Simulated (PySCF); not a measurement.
# C8H8: the cost of one run

Program: PySCF 2.14.0. Level of theory: levels as typed in each script, gas phase, geometry from GFN2-xTB. These are calculated values, not measurements.

**1. The starting structure**

SMILES `C12C3C4C1C5C2C3C45`, 16 atoms, charge 0, spin multiplicity 1.

Bond lengths: C1–C2 1.543 Å, C1–C4 1.543 Å, C1–C6 1.543 Å, C1–H9 1.084 Å, C2–C3 1.543 Å, C2–C7 1.543 Å, C2–H10 1.084 Å, C3–C4 1.543 Å, C3–C8 1.543 Å, C3–H11 1.084 Å, C4–C5 1.543 Å, C4–H12 1.084 Å, C5–C6 1.543 Å, C5–C8 1.543 Å, C5–H13 1.084 Å, C6–C7 1.543 Å, C6–H14 1.084 Å, C7–C8 1.543 Å and more. Angles: C2–C1–C4 90.0°, C2–C1–C6 90.0°, C2–C1–H9 125.3°, C4–C1–C6 90.0°, C4–C1–H9 125.3°, C6–C1–H9 125.3°, C1–C2–C3 90.0°, C1–C2–C7 90.0°, C1–C2–H10 125.3°, C3–C2–C7 90.0°, C3–C2–H10 125.3°, C7–C2–H10 125.3°, C2–C3–C4 90.0°, C2–C3–C8 90.0°, C2–C3–H11 125.3°, C4–C3–C8 90.0°, C4–C3–H11 125.3°, C8–C3–H11 125.3° and more.

As a file:

```
C     0.4580    1.2291    0.2566
C    -0.8006    0.9028   -0.5747
C    -0.0214   -0.2006   -1.3212
C     1.2372    0.1257   -0.4897
C     0.8006   -0.9027    0.5747
C     0.0214    0.2005    1.3212
C    -1.2372   -0.1258    0.4898
C    -0.4580   -1.2291   -0.2567
H     0.8294    2.2257    0.4647
H    -1.4499    1.6349   -1.0406
H    -0.0387   -0.3632   -2.3925
H     2.2403    0.2276   -0.8869
H     1.4499   -1.6347    1.0406
H     0.0388    0.3630    2.3925
H    -2.2403   -0.2278    0.8870
H    -0.8295   -2.2256   -0.4647
```

**2. Localised orbitals (B3LYP/def2-svpd)**

File input.py:

```python
import numpy as np
from pyscf import gto, scf, dft, lo
from pyscf.data.elements import chemcore

def solve(mol, dm0=None, hcore=None):
    mf = (dft.UKS if mol.spin else dft.RKS)(mol, xc='b3lyp')
    mf.grids.level = 3
    mf = mf.density_fit(auxbasis='def2-universal-jkfit')
    mf.conv_tol, mf.max_cycle = 1e-8, 80
    if hcore is not None:
        mf.get_hcore = lambda *args: hcore
    mf.kernel(dm0)
    if not mf.converged:
        mf = mf.newton().run(mf.mo_coeff, mf.mo_occ, max_cycle=30)
    assert mf.converged, 'SCF not converged'
    return mf

mol = gto.M(atom='''
C      0.45798     1.22910     0.25665
C     -0.80062     0.90284    -0.57468
C     -0.02137    -0.20058    -1.32121
C      1.23716     0.12571    -0.48974
C      0.80064    -0.90273     0.57467
C      0.02144     0.20051     1.32121
C     -1.23720    -0.12579     0.48975
C     -0.45803    -1.22906    -0.25666
H      0.82942     2.22568     0.46470
H     -1.44985     1.63487    -1.04059
H     -0.03873    -0.36316    -2.39251
H      2.24029     0.22762    -0.88694
H      1.44994    -1.63468     1.04060
H      0.03876     0.36304     2.39253
H     -2.24032    -0.22777     0.88696
H     -0.82948    -2.22564    -0.46471
''', basis='def2-svpd', charge=0, spin=0, verbose=4)
mf = solve(mol)
occ_all = mf.mo_coeff[:, mf.mo_occ > 0]
occ = occ_all[:, chemcore(mol):]
pm = lo.PM(mol, occ, pop_method='meta_lowdin')
loc = pm.kernel()
for _ in range(5):
    new, stable = pm.stability_jacobi(return_status=True)
    if stable:
        break
    loc = pm.kernel(new)
fock, s = mf.get_fock(), mf.get_ovlp()
ortho = lo.orth_ao(mol, 'meta_lowdin')
labels = mol.ao_labels(fmt=None)
vir = loc[:, :0]
both = np.hstack([loc, vir])
p = (ortho.T @ s @ both) ** 2
pop = np.array([p[[l[0] == a for l in labels]].sum(0) for a in range(mol.natm)])
spd = np.array([[p[[l[0] == a and l[2][-1] == k for l in labels]].sum(0) for k in 'spd'] for a in range(mol.natm)])
eps = np.einsum('pi,pq,qi->i', both, fock, both)
for i in np.argsort(eps):
    top = np.argsort(-pop[:, i])[:3]
    print('%3d %s %9.4f Eh ' % (i + 1, 'occ' if i < loc.shape[1] else 'vir', eps[i]), '  '.join('%s%d %.3f' % (mol.atom_symbol(a), a + 1, pop[a, i]) for a in top))
np.savez('result.npz', c=both, nocc=loc.shape[1], pop=pop, spd=spd, eps=eps, e=mf.e_tot)
```

Run with:

```bash
$ OMP_NUM_THREADS=1 python input.py
```

**Question.** How long does this run take on 1 thread of Arm Neoverse V1, shared host, and how much memory does it need?

About 48 s, with a peak of 0.88 GiB.
